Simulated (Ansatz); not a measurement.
Crystal: NaLaMnMoO6.

```
Na La Mn Mo O
1.0
     5.55735    0.00000    0.00000
     0.00000    5.59794    0.00000
    -0.06214    0.00000    8.02462
Na La Mn Mo O
2 2 2 2 12
Direct
  0.75008 0.51572 0.49924
  0.24992 0.01572 0.50076
  0.25715 0.95896 0.99937
  0.74285 0.45896 0.00063
  0.24767 0.48762 0.25607
  0.75233 0.98762 0.74393
  0.75559 0.99666 0.27090
  0.24441 0.49666 0.72910
  0.67335 0.97830 0.49061
  0.03402 0.81017 0.27726
  0.93353 0.28910 0.28026
  0.47817 0.20966 0.19922
  0.54435 0.73563 0.20079
  0.82956 0.01818 0.00392
  0.32665 0.47830 0.50939
  0.96598 0.31017 0.72274
  0.06647 0.78910 0.71974
  0.52183 0.70966 0.80078
  0.45565 0.23563 0.79921
  0.17044 0.51818 0.99608
```

The cell was built by a generator and needn't be a form met in nature.

Base run:

```yaml
Program: Ansatz 0.2.0
Functional: PBE
Potentials_or_basis: Ansatz PAW
Cutoff: 420 eV
Density_cutoff: 1680 eV
k_mesh: 5 × 5 × 4
Occupations: fermi-dirac, width 0.05 eV
Spin: collinear spin, ferromagnetic start
Starting_moments: "[0.0, 0.0, 0.0, 0.0, 4.0, 4.0, 1.0, 1.0, 0.0, 0.0, 0.0, 0.0, 0.0, 0.0, 0.0, 0.0, 0.0, 0.0, 0.0, 0.0] μB"
Hubbard_terms: La f U = 8 eV, Mn d U = 8 eV, Mo d U = 8 eV
```

Its results: band gap on the k mesh 1.53 eV, indirect (least direct gap 1.55 eV); pressure 4.8 GPa; net moment 10.00 μB per cell; site moments Na -0.00; La +0.00; Mn +4.14; Mo +0.21; O -0.06, -0.05, -0.04, -0.02, -0.03, +0.01 μB; largest force 1.209 eV/Å.

Q: After a change of settings the same cell gave: band gap on the k mesh 1.09 eV, indirect (least direct gap 1.12 eV); pressure 2.6 GPa; net moment 10.00 μB per cell; site moments Na +0.00; La +0.00; Mn +4.04; Mo +0.16; O -0.01, -0.00, +0.00, +0.01, +0.03 μB; largest force 0.841 eV/Å. Which change was it?
A. hubbard terms from La f U = 8 eV, Mn d U = 8 eV, Mo d U = 8 eV to La f U = 6 eV, Mn d U = 6 eV, Mo d U = 6 eV
B. potentials or basis from Ansatz PAW to Ansatz NC; cutoff from 420 eV to 1497 eV; density cutoff from 1680 eV to 5987 eV; hubbard terms from La f U = 8 eV, Mn d U = 8 eV, Mo d U = 8 eV to none; hubbard projectors from ortho-atomic (the default) to none
C. hubbard terms from La f U = 8 eV, Mn d U = 8 eV, Mo d U = 8 eV to La f U = 4 eV, Mn d U = 4 eV, Mo d U = 4 eV
D. potentials or basis from Ansatz PAW to SPMS NC; cutoff from 420 eV to 1034 eV; density cutoff from 1680 eV to 4136 eV; hubbard terms from La f U = 8 eV, Mn d U = 8 eV, Mo d U = 8 eV to none; hubbard projectors from ortho-atomic (the default) to none

A: C.

Caveats: the magnetic or orbital state may not be the lowest; odd divisions of the mesh miss points on the zone boundary, where band edges often lie, so the gap on the mesh can be too wide; spin-orbit coupling is left out, which moves the levels of the heavy elements; only a ferromagnetic start was run, and an antiferromagnetic order may lie lower in energy; the density of states is complete only up to the lowest level of the last band computed; forces of over 1 eV/Å show positions far from the minimum, so gaps and moduli don't describe the material at rest (some runs).

Not every run made on this cell is shown here.
